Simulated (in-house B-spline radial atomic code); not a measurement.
# W⁴⁴⁺: binding energies from hole states

How tightly is each shell of W⁴⁴⁺ bound, and how much do the other electrons relax when one leaves?

Program: in-house B-spline radial atomic code version 1. Level of theory: Dirac-Hartree-Fock, average of configuration, Fermi nucleus, basis-set limit. These are calculated values, not measurements, unless marked.

## Step 1: Starting point

```
element       : tungsten (Z = 74)
charge        : +44
electrons     : 30
configuration : [Ar] 3d10 4s2
Hamiltonian   : Dirac-Coulomb
nucleus       : Fermi, rms radius 5.366 fm
```

The outer shells:

[Ar] 3d10 4s2
```
[Ar] core
3d [↑↓][↑↓][↑↓][↑↓][↑↓]
4s [↑↓]
```

Settings, as recorded:

```ini
Z = 74
electrons = 30.0
configuration = [Ar] 3d10 4s2
hamiltonian = dirac
method = hf
spin_polarised = False
nucleus = fermi
rms_radius = 5.3658
mass_number = 184
atomic_mass = 183.95093318
speed_of_light = 137.035999084
```

From the earlier run of the reference: total energy -14848.936433 hartree. Levels, eight at most:

```csv
orbital,occupation,energy (eV),<r> (bohr)
2p1/2,2,-13812.6,0.06360
2p3/2,4,-12451.6,0.07147
3s1/2,2,-4918.89,0.1964
3p1/2,2,-4675.73,0.1867
3p3/2,4,-4364.53,0.2001
3d3/2,4,-3975.74,0.1746
3d5/2,6,-3908.05,0.1788
4s1/2,2,-2354.95,0.3937
```

## Step 2: The 1s hole

Settings, as recorded:

```ini
Z = 74
electrons = 29.0
configuration = 1s1 2s2 2p6 3s2 3p6 3d10 4s2
hamiltonian = dirac
method = hf
spin_polarised = False
nucleus = fermi
rms_radius = 5.3658
mass_number = 184
atomic_mass = 183.95093318
speed_of_light = 137.035999084
```

## Step 3: The 2s hole

Changes to the settings of step 2:

```diff
@@ -2,3 +2,3 @@
 electrons = 29.0
-configuration = 1s1 2s2 2p6 3s2 3p6 3d10 4s2
+configuration = 1s2 2s1 2p6 3s2 3p6 3d10 4s2
 hamiltonian = dirac
```

## Step 4: The 2p1/2 hole

In configurations, a minus sign after the shell means j = l − 1/2 and a plus sign j = l + 1/2; the count of electrons follows.

Changes to the settings of step 3:

```diff
@@ -2,3 +2,3 @@
 electrons = 29.0
-configuration = 1s2 2s1 2p6 3s2 3p6 3d10 4s2
+configuration = 1s2 2s2 2p-1 2p+4 3s2 3p6 3d10 4s2
 hamiltonian = dirac
```

## Step 5: The 2p3/2 hole

Changes to the settings of step 4:

```diff
@@ -2,3 +2,3 @@
 electrons = 29.0
-configuration = 1s2 2s2 2p-1 2p+4 3s2 3p6 3d10 4s2
+configuration = 1s2 2s2 2p-2 2p+3 3s2 3p6 3d10 4s2
 hamiltonian = dirac
```

## Step 6: The 3s hole

Changes to the settings of step 5:

```diff
@@ -2,3 +2,3 @@
 electrons = 29.0
-configuration = 1s2 2s2 2p-2 2p+3 3s2 3p6 3d10 4s2
+configuration = 1s2 2s2 2p6 3s1 3p6 3d10 4s2
 hamiltonian = dirac
```

## Step 7: The 3p1/2 hole

Changes to the settings of step 6:

```diff
@@ -2,3 +2,3 @@
 electrons = 29.0
-configuration = 1s2 2s2 2p6 3s1 3p6 3d10 4s2
+configuration = 1s2 2s2 2p6 3s2 3p-1 3p+4 3d10 4s2
 hamiltonian = dirac
```

## Step 8: The 3p3/2 hole

Changes to the settings of step 7:

```diff
@@ -2,3 +2,3 @@
 electrons = 29.0
-configuration = 1s2 2s2 2p6 3s2 3p-1 3p+4 3d10 4s2
+configuration = 1s2 2s2 2p6 3s2 3p-2 3p+3 3d10 4s2
 hamiltonian = dirac
```

## Step 9: The 3d3/2 hole

Changes to the settings of step 8:

```diff
@@ -2,3 +2,3 @@
 electrons = 29.0
-configuration = 1s2 2s2 2p6 3s2 3p-2 3p+3 3d10 4s2
+configuration = 1s2 2s2 2p6 3s2 3p6 3d-3 3d+6 4s2
 hamiltonian = dirac
```

## Step 10: The 3d5/2 hole

Changes to the settings of step 9:

```diff
@@ -2,3 +2,3 @@
 electrons = 29.0
-configuration = 1s2 2s2 2p6 3s2 3p6 3d-3 3d+6 4s2
+configuration = 1s2 2s2 2p6 3s2 3p6 3d-4 3d+5 4s2
 hamiltonian = dirac
```

## Step 11: The 4s hole

Changes to the settings of step 10:

```diff
@@ -2,3 +2,3 @@
 electrons = 29.0
-configuration = 1s2 2s2 2p6 3s2 3p6 3d-4 3d+5 4s2
+configuration = 1s2 2s2 2p6 3s2 3p6 3d10 4s1
 hamiltonian = dirac
```

**Question.** What does each hole state cost in eV, and how does that compare with the orbital energies or single holes?

**Answer**, as computed:

| hole | ΔSCF (eV) | with Breit, QED, recoil (eV) | −ε of the parent (eV) | −ε less ΔSCF (eV) |
| --- | --- | --- | --- | --- |
| 1s | 72109.2 | 71760.1 | 72162.1 | 52.88 |
| 2s | 14345.5 | 14301.7 | 14365.3 | 19.79 |
| 2p1/2 | 13788.8 | 13745.8 | 13812.6 | 23.85 |
| 2p3/2 | 12430.5 | 12402.5 | 12451.6 | 21.07 |
| 3s | 4915.56 | 4905.85 | 4918.89 | 3.33 |
| 3p1/2 | 4671.72 | 4662.65 | 4675.73 | 4.01 |
| 3p3/2 | 4361.17 | 4355.40 | 4364.53 | 3.36 |
| 3d3/2 | 3970.96 | 3967.02 | 3975.74 | 4.78 |
| 3d5/2 | 3903.60 | 3900.82 | 3908.05 | 4.46 |
| 4s | 2354.67 | 2351.45 | 2354.95 | 0.28 |

Relaxation of the remaining electrons brings each binding energy under −ε, by 52.9 eV for 1s and 0.28 eV for 4s. The difference of the 1s and 2p3/2 holes gives a Kα1 line at 59357.6 eV for this charge state (with Breit, QED and recoil). The spin-orbit splitting of the 2p hole is 1343.30 eV with those corrections. Values are for the free ion, measured from the vacuum level.
